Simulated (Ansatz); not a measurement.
**C2H9InOSi: one species, many methods**

One table from this session's results is given with a row withheld; the runs are named, their logs left out.

Program: Ansatz 0.2.0, Gaussian basis. Level of theory: functionals in def2-TZVPP, the program's frozen cores in correlated methods. These are calculated values, not measurements.

Plan: LDA (SPW92), PBE-D4, revPBE-D4, BLYP-D4, r2SCAN-D4, B97M-V, PBE0-D4, B3LYP-D4, r2SCANh-D4, r2SCAN0-D4, HSE06-D4, BHLYP-D4, CAM-B3LYP-D4, LC-ωPBE, ωB97X-V, ωB97M-V, B2PLYP, PBE-QIDH; CCSD(T)/def2-SVP; CCSD(T)/def2-TZVPP; MP2/def2-QZVPP; extrapolation to the limit; RPA on PBE.

## The geometry

The geometry comes from an earlier relaxation with PBE0-D4 in a triple-zeta def2 set; it is a stationary point, not always the lowest conformer. In takes the def2 core potential; no spin-orbit term is included.

14 atoms, charge 0, spin multiplicity 1.

Atoms are counted from 1 here; the program's logs count them from 0.

Bond lengths: C1–In2 2.131 Å, C1–H6 1.091 Å, C1–H7 1.089 Å, C1–H8 1.091 Å, In2–C3 2.136 Å, In2–O4 2.016 Å, C3–H9 1.090 Å, C3–H10 1.089 Å, C3–H11 1.092 Å, O4–Si5 1.616 Å, Si5–H12 1.492 Å, Si5–H13 1.493 Å, Si5–H14 1.498 Å. Angles: In2–C1–H6 110.9°, In2–C1–H7 108.2°, In2–C1–H8 110.3°, H6–C1–H7 109.7°, H6–C1–H8 108.3°, H7–C1–H8 109.4°, C1–In2–C3 142.3°, C1–In2–O4 107.5°, C3–In2–O4 110.2°, In2–C3–H9 108.9°, In2–C3–H10 112.0°, In2–C3–H11 108.9°, H9–C3–H10 109.8°, H9–C3–H11 108.2°, H10–C3–H11 109.0°, In2–O4–Si5 139.0°, O4–Si5–H12 111.2°, O4–Si5–H13 111.5° and more.

The first run:

File in.yaml:

```yaml
crystal:
  periodic: [false, false, false]
  atoms:
    - {symbol: C, position_ang: [-2.464855, 1.087109, 0.606815]}
    - {symbol: In, position_ang: [-0.425041, 0.669257, 0.152353]}
    - {symbol: C, position_ang: [1.465042, 1.614823, -0.154101]}
    - {symbol: O, position_ang: [-0.244152, -1.328784, -0.045220]}
    - {symbol: Si, position_ang: [0.890831, -2.420347, -0.407100]}
    - {symbol: H, position_ang: [-2.546679, 1.689217, 1.512439]}
    - {symbol: H, position_ang: [-2.983978, 0.139724, 0.747542]}
    - {symbol: H, position_ang: [-2.930395, 1.636196, -0.213114]}
    - {symbol: H, position_ang: [1.957955, 1.148949, -1.007906]}
    - {symbol: H, position_ang: [1.361839, 2.685531, -0.326337]}
    - {symbol: H, position_ang: [2.087582, 1.455131, 0.728212]}
    - {symbol: H, position_ang: [0.438246, -3.324435, -1.504404]}
    - {symbol: H, position_ang: [1.226262, -3.271773, 0.772387]}
    - {symbol: H, position_ang: [2.167341, -1.780597, -0.861575]}
basis:
  gaussian: {orbitals: def2-TZVPP}
hamiltonian: {xc: lda}
output: {orbitals: {seedname: orbitals}}
```

Started as:

```sh
> ansatz run in.yaml --threads 2 --pin off --events-out ev --progress --plain --max-ram 32768MiB --backend cuda --devices 0, --max-vram 18GiB
```

Among the steps run: LDA; PBE-D4 (GGA); revPBE-D4 (GGA); BLYP-D4 (GGA); r2SCAN-D4 (meta-GGA); B97M-V (meta-GGA); B3LYP-D4 (hybrid); r2SCANh-D4 (hybrid); r2SCAN0-D4 (hybrid); HSE06-D4 (hybrid); BHLYP-D4 (hybrid); CAM-B3LYP-D4 (range-separated); LC-ωPBE (range-separated); ωB97X-V (range-separated); ωB97M-V (range-separated); B2PLYP (double hybrid); PBE-QIDH (double hybrid).

One table of the session follows, with a row left open; its other results are not shown here.

It belongs to the step «Orbital energies across the functionals». 

```
  functional  HOMO (eV)  gap (eV)
 LDA (SPW92)      -6.37      4.36
      PBE-D4      -6.22      4.47
   revPBE-D4      -6.16      4.53
     BLYP-D4      -6.10      4.38
   r2SCAN-D4      -6.50      5.03
      B97M-V      -6.61      4.84
     PBE0-D4      -7.52      6.51
    B3LYP-D4      -7.30      5.99
  r2SCANh-D4      -6.99      5.77
  r2SCAN0-D4      -7.71      6.86
    HSE06-D4      -7.12      5.75
    BHLYP-D4      -8.66      8.26
CAM-B3LYP-D4      -8.86      8.61
     LC-ωPBE          ?         ?
     ωB97X-V      -9.84     10.53
     ωB97M-V      -9.74     10.06
```

Estimate the missing values for LC-ωPBE.

The run gave: HOMO (eV): -10.19; gap (eV): 11.04. In the column «HOMO (eV)» it is the lowest.
